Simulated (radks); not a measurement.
# Numerical settings for Te

How sensitive is the result for neutral tellurium to mesh, mixing and thresholds? A default run comes first. The defaults are a mesh step of 0.008 in ln r, a mesh end at 40 bohr or more, Anderson mixing 0.5 over 9 steps and a tight residual threshold, with the energy settled to 1e-9 hartree as well; every run has a cap on iterations.

The numbers are computed with radks (a radial shooting solver on a logarithmic mesh, Libxc functionals) version 1 (Dirac Kohn-Sham, PBE, spin-unpolarised, spherical densities, finite nucleus; open shells fill j = l - 1/2 first), except any that are marked as measured or tabulated.

**1. What is computed**

```
element            : tellurium (Z = 52)
charge             : 0
electrons          : 52
configuration      : [Kr] 4d10 5s2 5p4
nuclear rms radius : 4.7423 fm
```

**2. Default settings**

Input:

```text
Z 52
configuration [Kr] 4d10 5s2 5p4
relativity Dirac
functional pbe,pbe
spin unpolarised
j_filling energy
nucleus finite rms 4.7423 fm
c 137.035999084
max_iterations 65
```

Run with:

```
$ python run_ks.py task.json out
```

All runs below come from this command, one after another.

**3. Mesh step in ln r 0.2**

Settings, as their differences from step 2:

```diff
@@ -8,2 +8,3 @@
 c 137.035999084
+mesh_step 0.2
 max_iterations 65
```

**4. Mesh step in ln r 0.005**

Settings, as their differences from step 3:

```diff
@@ -8,3 +8,3 @@
 c 137.035999084
-mesh_step 0.2
+mesh_step 0.005
 max_iterations 65
```

**5. Mesh step in ln r 0.003**

Settings, as their differences from step 4:

```diff
@@ -8,3 +8,3 @@
 c 137.035999084
-mesh_step 0.005
+mesh_step 0.003
 max_iterations 65
```

**6. Mesh end (bohr) 8**

Settings, as their differences from step 5:

```diff
@@ -8,3 +8,3 @@
 c 137.035999084
-mesh_step 0.003
+mesh_end 8
 max_iterations 65
```

**7. Mesh end (bohr) 12**

Settings, as their differences from step 6:

```diff
@@ -8,3 +8,3 @@
 c 137.035999084
-mesh_end 8
+mesh_end 12
 max_iterations 65
```

**8. Residual threshold 1e-05**

Settings, as their differences from step 7:

```diff
@@ -8,3 +8,3 @@
 c 137.035999084
-mesh_end 12
+threshold 1e-05
 max_iterations 65
```

**9. Residual threshold 0.001**

Settings, as their differences from step 8:

```diff
@@ -8,3 +8,3 @@
 c 137.035999084
-threshold 1e-05
+threshold 0.001
 max_iterations 65
```

**10. Mixing 0.05**

Settings, as their differences from step 9:

```diff
@@ -8,3 +8,3 @@
 c 137.035999084
-threshold 0.001
+mixing 0.05
 max_iterations 65
```

**11. Mixing history 1, mixing 1**

Settings, as their differences from step 10:

```diff
@@ -8,3 +8,4 @@
 c 137.035999084
-mixing 0.05
+history 1
+mixing 1
 max_iterations 65
```

**12. Mixing history 1, mixing 0.2**

Settings, as their differences from step 11:

```diff
@@ -9,3 +9,3 @@
 history 1
-mixing 1
+mixing 0.2
 max_iterations 65
```

**13. Mixing history 20**

Settings, as their differences from step 12:

```diff
@@ -8,4 +8,3 @@
 c 137.035999084
-history 1
-mixing 0.2
+history 20
 max_iterations 65
```

**14. Iteration cap 5**

Settings, as their differences from step 13:

```diff
@@ -8,3 +8,2 @@
 c 137.035999084
-history 20
-max_iterations 65
+max_iterations 5
```

What does the calculation give? Wanted: for each run, setting; iterations; converged; change of E.

As calculated:

```csv
setting,mesh points,iterations,converged,change of E (mhartree),time
Default settings,2437,13,yes,0,0.13 s
mesh step in ln r 0.2,98,4,no,-,0.01 s
mesh step in ln r 0.005,3899,14,yes,0,0.21 s
mesh step in ln r 0.003,6498,15,yes,0,0.37 s
mesh end (bohr) 8,1987,13,yes,+2.414,0.12 s
mesh end (bohr) 12,2038,13,yes,+0.01279,0.13 s
residual threshold 1e-05,2437,9,yes,0,0.11 s
residual threshold 0.001,2437,9,yes,0,0.11 s
mixing 0.05,2437,20,yes,0,0.18 s
"mixing history 1, mixing 1",2437,65,no,-,1.5 s
"mixing history 1, mixing 0.2",2437,65,no,-,0.47 s
mixing history 20,2437,14,yes,0,0.15 s
iteration cap 5,2437,5,no,-,0.06 s
```

What this shows: A zero stands for a change under the printed digits. Converged yet off by more than 1 mhartree: mesh end (bohr) 8. Convergence of the cycle says nothing about the mesh. Not converged or rejected: mesh step in ln r 0.2; mixing history 1, mixing 1; mixing history 1, mixing 0.2; iteration cap 5. A mesh that ends early acts as a hard wall.
